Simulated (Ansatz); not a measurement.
# CH6In2O: shape, modes and thermochemistry

What shape does CH6In2O take? The plan is to relax it, then compute its harmonic vibrations to see whether it is a minimum and to get the zero-point energy and entropy.

Computed with Ansatz 0.2.0, Gaussian basis. Level: RKS PBE0-D4/def2-TZVP.

The runs, in order: relaxation at PBE0-D4/def2-TZVP; harmonic vibrations at the same level.

1 further run of the same task is left out (set aside as unsound or not needed).

## 1. Starting geometry

SMILES `[OH][InH][CH2][InH2]`, 10 atoms, charge 0, spin multiplicity 1.

Atoms are counted from 1 here; the program's logs count them from 0.

Bond lengths: O1–In2 2.125 Å, O1–H5 0.960 Å, In2–C3 2.237 Å, In2–H6 1.767 Å, C3–In4 2.280 Å, C3–H7 1.092 Å, C3–H8 1.094 Å, In4–H9 1.702 Å, In4–H10 1.695 Å. Angles: In2–O1–H5 135.7°, O1–In2–C3 87.0°, O1–In2–H6 103.7°, C3–In2–H6 167.8°, In2–C3–In4 91.8°, In2–C3–H7 107.5°, In2–C3–H8 104.2°, In4–C3–H7 123.1°, In4–C3–H8 116.5°, H7–C3–H8 109.7°, C3–In4–H9 115.8°, C3–In4–H10 119.3°, H9–In4–H10 122.0°.

Coordinates:

```xyz
10
CH6In2O
O    -1.2257    0.7266   -0.4948
In   -0.8246    0.1589    1.5128
C     0.8988   -1.0199    0.7096
In    0.7899    0.0530   -1.2990
H    -1.9216    1.2097   -0.9455
H    -1.9743    1.1126    2.4566
H     1.7310   -0.8993    1.4057
H     0.5483   -2.0563    0.7299
H     1.6171    1.5375   -1.3905
H     0.3612   -0.8228   -2.6849
```

The start is a GFN2-xTB geometry. In takes the def2 core potential; no spin-orbit term is included.

## 2. Relaxation at PBE0-D4/def2-TZVP

in.yaml reads:

```yaml
crystal:
  periodic: [false, false, false]
  atoms:
    - {symbol: O, position_ang: [-1.225750, 0.726590, -0.494810]}
    - {symbol: In, position_ang: [-0.824630, 0.158880, 1.512810]}
    - {symbol: C, position_ang: [0.898830, -1.019860, 0.709640]}
    - {symbol: In, position_ang: [0.789850, 0.052960, -1.298990]}
    - {symbol: H, position_ang: [-1.921570, 1.209730, -0.945490]}
    - {symbol: H, position_ang: [-1.974300, 1.112620, 2.456610]}
    - {symbol: H, position_ang: [1.731030, -0.899300, 1.405720]}
    - {symbol: H, position_ang: [0.548270, -2.056260, 0.729930]}
    - {symbol: H, position_ang: [1.617100, 1.537470, -1.390500]}
    - {symbol: H, position_ang: [0.361170, -0.822830, -2.684940]}
basis:
  gaussian: {orbitals: def2-TZVP}
hamiltonian: {xc: pbe0, dispersion: d4}
relax: {f_tol: 0.005, max_steps: 150}
```

Run with:

```sh
$ ansatz run in.yaml --threads 2 --pin off --events-out ev --progress --plain --max-ram 22528MiB --backend cuda --devices 0, --max-vram 18GiB
```

After this run come: Force constants and modes.

Q: Predict the results of all the runs planned. Wanted: point group; shift from the start; total energy; dispersion term; dipole moment; lowest, highest wavenumber; zero-point energy.

**Answer**, as computed:

| quantity | value |
| --- | --- |
| point group | Cs |
| steps | 14 |
| shift from the start (rms) | 0.319 Å |
| total energy | -13527.3265 eV |
| dispersion term | -196 meV |
| dipole moment | 3.85 D |
| lowest, highest wavenumber | 53, 3917 cm⁻¹ |
| zero-point energy | 149.5 kJ/mol |
| entropy at 298.15 K | 376.8 J/(mol K) |

**Reading.** The relaxed geometry lies 0.32 Å (rms) from the start; the bond that changed most is In2–C3, from 2.237 to 2.103 Å. The bonds at the end are not those of the start, so the run found another structure. No mode is imaginary: a true minimum at this level. The stiffest mode, 3917 cm⁻¹, is an O–H stretch, and 2 modes under 200 cm⁻¹ make the vibrational entropy uncertain. Harmonic hybrid wavenumbers usually lie a few per cent above measured fundamentals. The largest Mulliken charge, -0.77 e, sits on O1.
